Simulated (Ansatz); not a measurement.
Predict the output of the script below (Ansatz 0.2.0 through its Python package).

Contents of `ch5sb.xyz`:
```text
7

C    -0.56930   -0.51750   -0.36830
Sb    0.65310    0.17000    1.24280
H    -0.47380   -1.54720   -0.59710
H    -1.60590   -0.30760   -0.10330
H    -0.38380    0.11140   -1.30750
H     0.33750    1.88170    0.88050
H     2.10330    0.14110    0.20720
```

`neb_ch5sb.py`:
```python
"""Barrier to internal rotation of CH5Sb by a nudged elastic band."""

import warnings

import ansatz as az
import numpy as np

warnings.simplefilter("ignore", az.DeckWarning)

geometry = az.Crystal.molecule_from_extxyz("ch5sb.xyz")

model = geometry.calculation()
model = model.basis(gaussian="def2-SVP").functional("pbe")
symbols = [site.symbol for site in geometry.cartesian_sites]
start = np.array([site.position_ang for site in geometry.cartesian_sites], dtype=float)
rep = model.relax(force_tolerance=0.005).run(threads=1).report
end = np.array(rep["positions_ang"])

# the end point is the same minimum with the three like atoms permuted
first, second, third = [2, 3, 4]
turned = end.copy()
turned[[first, second, third]] = end[[second, third, first]]
listed = lambda xyz: [{"symbol": s, "position_ang": p.tolist()} for s, p in zip(symbols, xyz)]
deck = model.input().to_dict()
deck["crystal"]["atoms"] = listed(end)
deck["neb"] = {"final_atoms": listed(turned), "images": 4, "initial_path": "idpp", "f_tol": 0.03, "max_iterations": 40}
rounds = []
band = az.Session.from_dict(deck).plan().execute(on_event=lambda e: rounds.append(e["data"]) if e["event"] == "neb_iteration" else None)
for each in rounds:
    print(f"round {each['iteration']:2d}  largest band force {each['band_force_max_ev_ang']:.4f} eV/A")
images = rounds[-1]["images"]
for image in images:
    print(f"s = {image['path_coordinate_ang']:6.3f} A   {(image['lagrangian_ev'] - images[0]['lagrangian_ev']):8.3f} eV")
```

```console
$ python neb_ch5sb.py
round  1  largest band force 0.3881 eV/A
round  2  largest band force 0.6926 eV/A
round  3  largest band force 0.1625 eV/A
round  4  largest band force 0.1019 eV/A
round  5  largest band force 0.0341 eV/A
round  6  largest band force 0.0360 eV/A
round  7  largest band force 0.0350 eV/A
round  8  largest band force 0.0243 eV/A
s =  0.000 A      0.000 eV
s =  0.480 A      0.010 eV
s =  0.960 A      0.029 eV
s =  1.439 A      0.038 eV
s =  2.141 A      0.018 eV
s =  2.842 A     -0.000 eV
```

What to keep in mind:
- The energies are electronic: no zero-point or thermal terms, and the basis set is short of its limit.
- def2 sets replace the cores of elements past krypton by effective core potentials.
- Run time: 100 s on 1 thread of Intel(R) Xeon(R) Platinum 8259CL CPU @ 2.50GHz (Skylake/Cascade Lake), on a shared host, peak memory 0.2 GiB.

(Lines on the test bed's own set-up are left out of the output.)
